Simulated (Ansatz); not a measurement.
**C₃H₈Ge: up Jacob's ladder to CCSD(T)**

One table from this session's results is given with a row withheld; the runs are named, their logs left out.

Computed with Ansatz 0.2.0, Gaussian basis. Level: functionals in def2-TZVPP, the program's frozen cores in correlated methods.

Plan: LDA (SPW92), PBE-D4, revPBE-D4, BLYP-D4, r2SCAN-D4, B97M-V, PBE0-D4, B3LYP-D4, r2SCANh-D4, r2SCAN0-D4, HSE06-D4, BHLYP-D4, CAM-B3LYP-D4, LC-ωPBE, ωB97X-V, ωB97M-V, B2PLYP, PBE-QIDH; CCSD(T)/def2-SVP; CCSD(T)/def2-TZVPP; MP2/def2-QZVPP; extrapolation to the limit; RPA on PBE.

## The relaxed structure

An earlier PBE0-D4 in a triple-zeta def2 set relaxation fixed the geometry.

SMILES `C=C[CH2][GeH3]`, 12 atoms, charge 0, spin multiplicity 1.

Atoms are counted from 1 here; the program's logs count them from 0.

Bond lengths: C1–C2 1.328 Å, C1–H5 1.086 Å, C1–H6 1.083 Å, C2–C3 1.485 Å, C2–H7 1.089 Å, C3–Ge4 1.972 Å, C3–H8 1.093 Å, C3–H9 1.094 Å, Ge4–H10 1.539 Å, Ge4–H11 1.537 Å, Ge4–H12 1.540 Å. Angles: C2–C1–H5 121.5°, C2–C1–H6 121.4°, H5–C1–H6 117.1°, C1–C2–C3 125.4°, C1–C2–H7 118.6°, C3–C2–H7 115.9°, C2–C3–Ge4 111.2°, C2–C3–H8 111.4°, C2–C3–H9 111.3°, Ge4–C3–H8 107.8°, Ge4–C3–H9 106.9°, H8–C3–H9 108.0°, C3–Ge4–H10 109.6°, C3–Ge4–H11 109.5°, C3–Ge4–H12 110.3°, H10–Ge4–H11 109.1°, H10–Ge4–H12 108.9°, H11–Ge4–H12 109.4°.

Set-up of the first run:

in.yaml

```yaml
crystal:
  periodic: [false, false, false]
  atoms:
    - {symbol: C, position_ang: [-1.209115, 1.668451, 0.024364]}
    - {symbol: C, position_ang: [-0.122453, 1.025183, 0.434322]}
    - {symbol: C, position_ang: [-0.043098, -0.427954, 0.728822]}
    - {symbol: Ge, position_ang: [0.939268, -1.388112, -0.686004]}
    - {symbol: H, position_ang: [-2.158037, 1.155880, -0.101659]}
    - {symbol: H, position_ang: [-1.188171, 2.728501, -0.197747]}
    - {symbol: H, position_ang: [0.805528, 1.584430, 0.542462]}
    - {symbol: H, position_ang: [-1.037443, -0.873777, 0.807004]}
    - {symbol: H, position_ang: [0.486652, -0.614739, 1.667216]}
    - {symbol: H, position_ang: [2.319386, -0.737970, -0.890105]}
    - {symbol: H, position_ang: [0.148445, -1.310586, -2.002098]}
    - {symbol: H, position_ang: [1.135940, -2.864308, -0.292675]}
basis:
  gaussian: {orbitals: def2-TZVPP}
hamiltonian: {xc: lda}
output: {orbitals: {seedname: orbitals}}
```

Steps of the session up to this table: LDA; PBE-D4 (GGA); revPBE-D4 (GGA); BLYP-D4 (GGA); r2SCAN-D4 (meta-GGA); B97M-V (meta-GGA); PBE0-D4 (hybrid); B3LYP-D4 (hybrid); r2SCANh-D4 (hybrid); r2SCAN0-D4 (hybrid); HSE06-D4 (hybrid); BHLYP-D4 (hybrid); CAM-B3LYP-D4 (range-separated); LC-ωPBE-D4 (range-separated; the results give it without D4); ωB97X-V (range-separated); ωB97M-V (range-separated); B2PLYP (double hybrid); PBE-QIDH (double hybrid).

One table of the session follows, with a row left open; its other results are not shown here.

It belongs to the step «Orbital energies across the functionals». 

```
  functional  HOMO (eV)  gap (eV)
 LDA (SPW92)      -6.21      5.10
      PBE-D4      -6.04      5.16
   revPBE-D4      -5.97      5.18
     BLYP-D4      -5.88      5.12
   r2SCAN-D4          ?         ?
      B97M-V      -6.25      5.63
     PBE0-D4      -7.10      7.22
    B3LYP-D4      -6.90      6.77
  r2SCANh-D4      -6.62      6.35
  r2SCAN0-D4      -7.23      7.48
    HSE06-D4      -6.71      6.44
    BHLYP-D4      -8.02      9.20
CAM-B3LYP-D4      -8.39      9.61
     LC-ωPBE      -9.75     12.14
     ωB97X-V      -9.37     11.67
     ωB97M-V      -9.28     11.41
```

Q: Estimate the row for r2SCAN-D4 from the others.

Worked estimate for «HOMO (eV)». Against the share of exact exchange, r2SCANh-D4 (0.1, -6.62), r2SCAN0-D4 (0.25, -7.23) give a slope of -4.07 per unit share; at 0 the line stands at -6.21.

As computed: HOMO (eV): -6.22; gap (eV): 5.58. In «HOMO (eV)» the line misses by +0.01.
